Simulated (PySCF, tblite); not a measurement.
# C₄H₁₀ClPSi₂: geometry, infrared bands and NMR shifts

What infrared bands and NMR shifts should C₄H₁₀ClPSi₂ (`C#C[C@@H](C)[Si@@H](Cl)[SiH2]P`) show?

Programs: tblite 0.8.0 and PySCF 2.14.0, with density-fitted response routines of our own. Each step states its level of theory. These are calculated values for one molecule in the gas phase, unless marked as measured. Atoms are numbered from 0 throughout.

## Step 1: The starting structure

18 atoms, charge 0, multiplicity 1; geometry from: force field or distance geometry start.

Bonds of the start (Å): C0–C1 1.19, C1–C2 1.50, C2–C3 1.54, C2–Si4 1.88, Si4–Cl5 2.05, Si4–Si6 2.31, Si6–P7 2.23, C0–H8 1.07, C2–H9 1.10, C3–H10 1.10, C3–H11 1.08, C3–H12 1.10, Si4–H13 1.48, Si6–H14 1.48, Si6–H15 1.48, P7–H16 1.42, P7–H17 1.41.

## Step 2: Geometry optimisation with GFN2-xTB

The job: settings as JSON, then the geometry in Å.

```
{"job": {"kind": "relax", "xc": "GFN2-xTB", "basis": "xTB"}, "charge": 0, "multiplicity": 1}
C     -2.452000     2.034100     0.037900
C     -1.981300     0.994100     0.363000
C     -1.383700    -0.311800     0.787700
C     -1.777500    -1.379900    -0.244500
Si     0.457200    -0.169400     1.151800
Cl     1.144800    -1.970100     1.853000
Si     1.610900     0.450500    -0.753800
P      3.816100     0.471700    -0.404500
H     -2.891100     2.961200    -0.255900
H     -1.864800    -0.589800     1.741900
H     -2.869600    -1.456700    -0.338700
H     -1.376300    -1.176000    -1.230600
H     -1.418500    -2.374200     0.077000
H      0.707700     0.811200     2.238000
H      1.335700    -0.498900    -1.855100
H      1.215600     1.811800    -1.182600
H      3.912400    -0.796700     0.216600
H      3.805600     1.195300     0.800500
```

Command:

```bash
> OMP_NUM_THREADS=1 python probes_run.py task.json out
```

The driver reads the jobs from task.json and runs them one after another.

**Question.** This job is followed by: GFN2-xTB harmonic vibrations, gas phase; GIAO PBE0/pcSseg-1 NMR shielding, non-relativistic, gas phase. Predict these results of the whole session: strongest single infrared mode (GFN2-xTB); zero-point energy (GFN2-xTB); 13C shifts against TMS (PBE0/pcSseg-1); 1H shifts against TMS (PBE0/pcSseg-1, means over atoms taken as alike); 29Si shifts against TMS (PBE0/pcSseg-1); 35Cl shifts against HCl (PBE0/pcSseg-1); 31P shifts against H3PO4 (PBE0/pcSseg-1); surface potential, 1st and 99th percentile.

**Answer**, as computed:

| quantity | value |
| --- | --- |
| strongest single infrared mode (GFN2-xTB) | 580 cm⁻¹, 438 km/mol |
| zero-point energy (GFN2-xTB) | 73.7 kcal/mol |
| 13C shifts against TMS (PBE0/pcSseg-1) | 88.9, 77.5, 18.3, 18.1 ppm |
| 1H shifts against TMS (PBE0/pcSseg-1, means over atoms taken as alike) | 5.39, 4.07, 4.05, 2.39, 1.55, 1.42, 1.06 ppm |
| 29Si shifts against TMS (PBE0/pcSseg-1) | -0.5, -96.4 ppm |
| 35Cl shifts against HCl (PBE0/pcSseg-1) | -53 ppm |
| 31P shifts against H3PO4 (PBE0/pcSseg-1) | -321.4 ppm |
| surface potential, 1st and 99th percentile | -0.73 V and 1.25 V |

The optimisation took 63 steps and gained 0.170 eV; among the close pairs (by a distance rule), C1–C2 changed most, from 1.498 to 1.445 Å. No mode is imaginary among the 48: a minimum at this level. The strongest single mode, at 580 cm⁻¹, is spread over several atoms, H13, H15, H14 among them. GFN2-xTB is a fitted tight-binding method: band positions and strengths are rough. Its intensities can rank the bands wrongly. At PBE0/pcSseg-1: The widest tensor belongs to C1: span 301 ppm, with a paramagnetic part of -166 ppm. By nearest atom (PBE0/pcSseg-1), the HOMO sits on P7 35 %; C0 11 % and the LUMO on Si4 20 %; Si6 16 %.
